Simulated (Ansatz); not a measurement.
BBr2F, SMILES FB(Br)Br, an atomisation energy

With Ansatz 0.2.0 through its Python package.

Interactive session:
```pycon
>>> from collections import Counter
>>> import ansatz as az
>>> def energy_of(molecule, charge=0, unpaired=0):
...     calc = molecule.calculation().basis(gaussian='def2-TZVP').correlation('mp2')
...     if charge:
...         calc = calc.charge(charge)
...     if unpaired:
...         calc = calc.spin('collinear', total=unpaired)
...     report = calc.run(threads=1, pin='off').report
...     if report['published_state_doubts']:
...         print('  doubts:', report['published_state_doubts'])
...     return report['free_energy_ev']
...
>>> molecule = (
...     az.Crystal.molecule()
...     .atom('F', (1.4804, 0.4926, 0.3799))
...     .atom('B', (0.1163, 0.0369, 0.0252))
...     .atom('Br', (-0.5272, -1.7252, 0.7189))
...     .atom('Br', (-1.0139, 1.1354, -1.1443))
... )
>>> unpaired = {'F': 1, 'B': 1, 'Br': 1}
>>> counts = Counter(site.symbol for site in molecule.cartesian_sites)
>>> atom_energy = {s: energy_of(az.Crystal.molecule().atom(s, (0, 0, 0)), 0, unpaired[s]) for s in counts}

>>> whole = energy_of(molecule, 0, 0)
>>> for s, e in atom_energy.items():
...     print(f'{s:2s} x{counts[s]}  {e:14.5f} eV')
...
F  x1     -2710.51497 eV
B  x1      -668.74255 eV
Br x2    -70005.19084 eV
>>> print(f'BBr2F: {whole:.5f} eV')
BBr2F: -143404.22504 eV
>>> split = sum(counts[s] * e for s, e in atom_energy.items()) - whole
>>> print(f'atomisation energy (no zero-point term): {split:.3f} eV, {split / sum(counts.values()):.3f} eV an atom')
atomisation energy (no zero-point term): 14.586 eV, 3.646 eV an atom
```

14.586 eV from the electronic energies, without the zero-point term.

Reading the output:
- Total energies depend on the basis set; only differences at equal settings carry meaning.
- The geometry is a force-field or estimated start, not a minimum of this method, and the basis set is short of its limit. All parts are taken at fixed geometry, without zero-point energy.
- The spin-orbit lowering of heavy atoms is left out.
- It ran for 7 s on 1 thread of Arm Neoverse V1, on a shared host, peak memory 0.38 GiB.

(Lines on the test bed's own set-up are left out of the output.)
